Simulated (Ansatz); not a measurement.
# C₂H₆AlBO: up Jacob's ladder to CCSD(T)

One table from this session's results is given with a row withheld; the runs are named, their logs left out.

The runs use Ansatz 0.2.0, Gaussian basis; functionals in def2-TZVPP, the program's frozen cores in correlated methods.

Levels to be run: PBE-D4, r2SCAN-D4, PBE0-D4, B3LYP-D4, ωB97X-V, ωB97M-V, B2PLYP; CCSD(T)/def2-TZVPP; MP2/def2-QZVPP; extrapolation to the limit.

## The geometry

All runs share one geometry, relaxed beforehand with PBE0-D4 in a triple-zeta def2 set.

SMILES `O[CH2][Al]1[BH][CH2]1`, 11 atoms, charge 0, spin multiplicity 1.

Atoms are counted from 1 here; the program's logs count them from 0.

Bond lengths: O1–C2 1.431 Å, O1–H6 0.960 Å, C2–Al3 1.990 Å, C2–H7 1.098 Å, C2–H8 1.093 Å, Al3–B4 1.961 Å, Al3–C5 2.143 Å, B4–C5 1.463 Å, B4–H9 1.185 Å, C5–H10 1.112 Å, C5–H11 1.091 Å. Angles: C2–O1–H6 108.9°, O1–C2–Al3 108.6°, O1–C2–H7 111.9°, O1–C2–H8 105.8°, Al3–C2–H7 114.3°, Al3–C2–H8 110.0°, H7–C2–H8 105.9°, C2–Al3–B4 157.5°, C2–Al3–C5 116.4°, B4–Al3–C5 41.5°, Al3–B4–C5 76.0°, Al3–B4–H9 151.7°, C5–B4–H9 131.8°, Al3–C5–B4 62.6°, Al3–C5–H10 67.0°, Al3–C5–H11 170.9°, B4–C5–H10 129.0°, B4–C5–H11 124.9° and more.

Set-up of the first run:

in.yaml

```yaml
crystal:
  periodic: [false, false, false]
  atoms:
    - {symbol: O, position_ang: [-0.161661, 1.718331, -1.594955]}
    - {symbol: C, position_ang: [0.957738, 0.899644, -1.242697]}
    - {symbol: Al, position_ang: [0.278356, -0.810377, -0.484012]}
    - {symbol: B, position_ang: [-0.666549, -1.987568, 0.767207]}
    - {symbol: C, position_ang: [-0.586684, -0.708956, 1.474162]}
    - {symbol: H, position_ang: [-0.617455, 1.984969, -0.792792]}
    - {symbol: H, position_ang: [1.666339, 1.432049, -0.594514]}
    - {symbol: H, position_ang: [1.492281, 0.707397, -2.176688]}
    - {symbol: H, position_ang: [-1.219751, -3.001747, 1.028968]}
    - {symbol: H, position_ang: [-0.011829, 0.203621, 1.205215]}
    - {symbol: H, position_ang: [-1.065384, -0.494363, 2.430805]}
basis:
  gaussian: {orbitals: def2-TZVPP}
hamiltonian: {xc: pbe, dispersion: d4}
output: {forces: true, orbitals: {seedname: orbitals}}
```

Started as:

```
$ ansatz run in.yaml --threads 4 --pin off --events-out ev --progress --plain --max-ram 10444MiB
```

Among the steps run: PBE-D4 (GGA); r2SCAN-D4 (meta-GGA); PBE0-D4 (hybrid); B3LYP-D4 (hybrid); ωB97X-V (range-separated); ωB97M-V (range-separated); B2PLYP (double hybrid); CCSD(T) in def2-TZVPP; MP2 in def2-QZVPP.

One of the session's tables, all rows but one given; the rest of the session is left out.

| method | atomisation energy (eV) |
| --- | --- |
| PBE-D4 | ? |
| r2SCAN-D4 | 40.879 |
| PBE0-D4 | 40.730 |
| B3LYP-D4 | 40.452 |
| ωB97X-V | 40.468 |
| ωB97M-V | 40.672 |
| B2PLYP | 40.052 |
| HF/def2-TZVPP | 28.969 |
| MP2/def2-TZVPP | 40.180 |
| CCSD/def2-TZVPP | 38.653 |
| CCSD(T)/def2-TZVPP | 39.377 |
| MP2/CBS | 41.215 |
| CCSD(T)/CBS | 40.412 |

Estimate the missing values for PBE-D4.

As computed: atomisation energy (eV): 41.595. In the column «atomisation energy (eV)» it is the highest.

Caveats from the session: Free atoms (1 O, 2 C, 1 Al, 1 B, 6 H) were run apart at each level; the atomisation energy is their sum less the molecule, without zero-point or spin-orbit terms.
